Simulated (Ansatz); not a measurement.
# CH₄ClIn: up Jacob's ladder to CCSD(T)

How much do the methods differ for CH₄ClIn? The plan is to run it at one geometry with functionals of several rungs and with coupled cluster, and see how far each lands from CCSD(T) at the basis-set limit for the atomisation energy.

The runs use Ansatz 0.2.0, Gaussian basis; functionals in def2-TZVPP, the program's frozen cores in correlated methods.

Plan: LDA (SPW92), PBE-D4, revPBE-D4, BLYP-D4, r2SCAN-D4, B97M-V, PBE0-D4, B3LYP-D4, r2SCANh-D4, r2SCAN0-D4, HSE06-D4, BHLYP-D4, CAM-B3LYP-D4, LC-ωPBE, ωB97X-V, ωB97M-V, B2PLYP, PBE-QIDH; CCSD(T)/def2-SVP; CCSD(T)/def2-TZVPP; MP2/def2-QZVPP; extrapolation to the limit; RPA on PBE.

### Step 1. Structure used throughout

An earlier PBE0-D4 in a triple-zeta def2 set relaxation fixed the geometry. In takes the def2 core potential; no spin-orbit term is included.

SMILES `[CH3][InH][Cl]`, 7 atoms, charge 0, spin multiplicity 1.

Atoms are counted from 1 here; the program's logs count them from 0.

Bond lengths: C1–In2 2.131 Å, C1–H4 1.089 Å, C1–H5 1.091 Å, C1–H6 1.091 Å, In2–Cl3 2.357 Å, In2–H7 1.708 Å. Angles: In2–C1–H4 111.9°, In2–C1–H5 108.7°, In2–C1–H6 108.6°, H4–C1–H5 109.8°, H4–C1–H6 109.5°, H5–C1–H6 108.2°, C1–In2–Cl3 111.0°, C1–In2–H7 137.6°, Cl3–In2–H7 111.5°.

### Step 2. LDA

This LDA is Slater exchange with PW92 correlation.

Contents of in.yaml:

```yaml
crystal:
  periodic: [false, false, false]
  atoms:
    - {symbol: C, position_ang: [-0.941204, 0.402125, -0.305110]}
    - {symbol: In, position_ang: [1.049408, -0.280442, 0.032651]}
    - {symbol: Cl, position_ang: [1.201389, -1.465058, 2.064746]}
    - {symbol: H, position_ang: [-1.057145, 0.846463, -1.292679]}
    - {symbol: H, position_ang: [-1.622888, -0.442182, -0.197110]}
    - {symbol: H, position_ang: [-1.190173, 1.141647, 0.457575]}
    - {symbol: H, position_ang: [2.560613, -0.202544, -0.760073]}
basis:
  gaussian: {orbitals: def2-TZVPP}
hamiltonian: {xc: lda}
output: {orbitals: {seedname: orbitals}}
```

After this run come: PBE-D4 (GGA); revPBE-D4 (GGA); BLYP-D4 (GGA); r2SCAN-D4 (meta-GGA); B97M-V (meta-GGA); PBE0-D4 (hybrid); B3LYP-D4 (hybrid); r2SCANh-D4 (hybrid); r2SCAN0-D4 (hybrid); HSE06-D4 (hybrid); BHLYP-D4 (hybrid); CAM-B3LYP-D4 (range-separated); LC-ωPBE (range-separated); ωB97X-V (range-separated); ωB97M-V (range-separated); B2PLYP (double hybrid); PBE-QIDH (double hybrid); CCSD(T) in def2-SVP; CCSD(T) in def2-TZVPP; MP2 in def2-QZVPP; RPA on PBE orbitals.

Before running them: what should the planned runs give, taken together? Wanted: atomisation energy, CCSD(T)/CBS; farthest beyond LDA; mean size of error, GGA; mean size of error, meta-GGA; mean size of error, hybrid; mean size of error, range-separated; mean size of error, double hybrid; gap, smallest and largest; T1 diagnostic.

The runs gave:

| quantity | value |
| --- | --- |
| atomisation energy, CCSD(T)/CBS | 21.872 eV |
| functionals within 0.219 eV (1.0 %) | PBE-D4, r2SCAN-D4, B97M-V, PBE0-D4, r2SCANh-D4, HSE06-D4, CAM-B3LYP-D4, LC-ωPBE, ωB97X-V, ωB97M-V, PBE-QIDH |
| farthest beyond LDA | BHLYP-D4 (-0.646 eV) |
| mean size of error, GGA | 0.382 eV |
| mean size of error, meta-GGA | 0.060 eV |
| mean size of error, hybrid | 0.278 eV |
| mean size of error, range-separated | 0.084 eV |
| mean size of error, double hybrid | 0.334 eV |
| gap, smallest and largest | 4.16 eV (LDA (SPW92)), 10.89 eV (LC-ωPBE) |
| T1 diagnostic | 0.0123 |
| triples share of the correlation energy | 3.4 % |

In words: LDA overbinds by 2.620 eV (12 %). PBE-D4 is off by -0.040 eV. Double hybrids carry the basis error of their MP2 part in triple zeta, and no dispersion term here, so their miss is partly the set-up's. The rungs meta-GGA, range-separated miss on average by less than the doubt on the reference (0.219 eV), so they tie. The reference freezes the cores and leaves out spin-orbit coupling and excitations past (T), and its outer-core shells are covered unevenly, so misses under about 0.219 eV can't be ranked. All levels share the lack of spin-orbit coupling, which lowers the free heavy atoms and so the true binding. Hartree-Fock recovers 75 % of the binding; the rest is correlation. CCSD(T) in def2-SVP is off by -1.353 eV, so the small basis spoils what the method gains. The gap grows from 4.2 to 10.9 eV across the functionals, mostly with the share of exact exchange. Correlated methods include outer-core shells of In, which these sets cover unevenly.
